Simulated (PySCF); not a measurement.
# Ways to converge the SCF of AsBr⁻

Do solver options change the result for AsBr⁻, or only the number of cycles?

The runs use PySCF 2.14.0; each script names its method and basis.

2 further runs of the same task are left out: 2 that didn't finish.

**1. Starting geometry**

AsBr⁻: 2 atoms, charge -1, spin multiplicity 2.

Bond lengths: As1–Br2 2.510 Å.

**2. The run that the others are compared with**

The input, input.py:

```python
from pyscf import gto, scf, mp

mol = gto.M(
    atom='As 0 0 0; Br 0 0 2.51',
    basis='cc-pvdz-dk',
    charge=-1,
    spin=1,
    verbose=4,
)
mf = scf.UHF(mol)
mf = mf.sfx2c1e()
mf.kernel()
mp.MP2(mf, frozen=18).kernel()
mf.dip_moment()
print('orbital energies (hartree):', [e[max(0, n-3):n+3].round(4) for e, n in zip(mf.mo_energy, mol.nelec)])
```

Started as:

```
$ OMP_NUM_THREADS=1 python input.py
```

The log of this run is left out.

Base result: E(SCF) = -4863.294447 Eh, 12 cycles, E(MP2) − E(SCF) = -0.22490 Eh, ⟨S²⟩ = 0.759.

The bond length is a typed value, not an optimised one. The dipole of an ion depends on the origin.

**3. Second-order solver on**

Run 1 changes second-order solver: off → on.

The input, input.py:

```python
from pyscf import gto, scf, mp

mol = gto.M(
    atom='As 0 0 0; Br 0 0 2.51',
    basis='cc-pvdz-dk',
    charge=-1,
    spin=1,
    verbose=4,
)
mf = scf.UHF(mol)
mf = mf.sfx2c1e()
mf = mf.newton()
mf.kernel()
mp.MP2(mf, frozen=18).kernel()
mf.dip_moment()
print('orbital energies (hartree):', [e[max(0, n-3):n+3].round(4) for e, n in zip(mf.mo_energy, mol.nelec)])
```

Started as:

```
$ OMP_NUM_THREADS=1 python input.py
```

**4. Level shift 0.1 hartree**

Run 2 changes level shift: none → 0.1 hartree.

input.py: that of step 2 with these lines changed.

```diff
@@ -11,2 +11,3 @@
 mf = mf.sfx2c1e()
+mf.level_shift = 0.1
 mf.kernel()
```

**5. Convergence threshold 1e-11 hartree**

Run 3 changes convergence threshold: default → 1e-11 hartree.

input.py: that of step 2 with these lines changed.

```diff
@@ -11,2 +11,3 @@
 mf = mf.sfx2c1e()
+mf.conv_tol = 1e-11
 mf.kernel()
```

**6. Damping 0.8**

Run 4 changes damping: none → 0.8.

input.py: that of step 2 with these lines changed.

```diff
@@ -11,2 +11,4 @@
 mf = mf.sfx2c1e()
+mf.damp = 0.8
+mf.diis_start_cycle = 8
 mf.kernel()
```

**7. Smearing width 0.05 hartree**

Run 5 changes smearing width: none → 0.05 hartree; step after the SCF: mp2 → none.

input.py: that of step 2 with these lines changed.

```diff
@@ -1,2 +1,2 @@
-from pyscf import gto, scf, mp
+from pyscf import gto, scf
 
@@ -11,4 +11,4 @@
 mf = mf.sfx2c1e()
+mf = scf.addons.smearing_(mf, sigma=0.05, method='fermi')
 mf.kernel()
-mp.MP2(mf, frozen=18).kernel()
 mf.dip_moment()
```

**8. Level shift 1 hartree**

Run 6 changes level shift: none → 1 hartree.

input.py: that of step 2 with these lines changed.

```diff
@@ -11,2 +11,3 @@
 mf = mf.sfx2c1e()
+mf.level_shift = 1.0
 mf.kernel()
```

Q: Predict the outcome of this session. Wanted: for each run, E(SCF); from base; gap, α spin; after the SCF.

As calculated:

```
                                run  E(SCF) (hartree)  from base (eV)   cycles  gap, α spin (eV)                           after the SCF
                               base      -4863.294447               0       12              9.02  MP2 correlation -6.120 eV, core frozen
             second-order solver on      -4863.294447          0.0000  2 macro              9.02  MP2 correlation -6.120 eV, core frozen
            level shift 0.1 hartree      -4863.294447          0.0000       13              9.02  MP2 correlation -6.120 eV, core frozen
convergence threshold 1e-11 hartree      -4863.294447          0.0000       14              9.02  MP2 correlation -6.120 eV, core frozen
                        damping 0.8      -4863.294447          0.0000       18              9.02  MP2 correlation -6.120 eV, core frozen
        smearing width 0.05 hartree      -4863.154711         +3.8024       14               n/a                                     n/a
              level shift 1 hartree      -4863.294447          0.0000       24              9.02  MP2 correlation -6.120 eV, core frozen
```

Distance from each run's final energy (log10 hartree) by cycle:

```
                                run  cycle 1  cycle 2  cycle 3  cycle 5  cycle 8  cycle 12
                               base     -1.9     -2.8     -3.5     -5.1     -7.3     -10.7
            level shift 0.1 hartree     -1.9     -2.7     -3.4     -4.8     -6.8      -9.2
convergence threshold 1e-11 hartree     -1.9     -2.8     -3.5     -5.1     -7.3     -10.4
                        damping 0.8     -1.9     -2.0     -2.2     -2.5     -3.6      -6.6
        smearing width 0.05 hartree     -1.1     -1.7     -2.3     -3.7     -5.0      -8.3
              level shift 1 hartree     -1.6     -2.1     -2.5     -3.2     -4.1      -5.2
```

In words: The SCF energy stays the same, to the digits that matter, with second-order solver on or level shift 0.1 hartree or convergence threshold 1e-11 hartree or damping 0.8 or level shift 1 hartree. The base needs 12 cycles and the run with level shift 1 hartree needs 24.
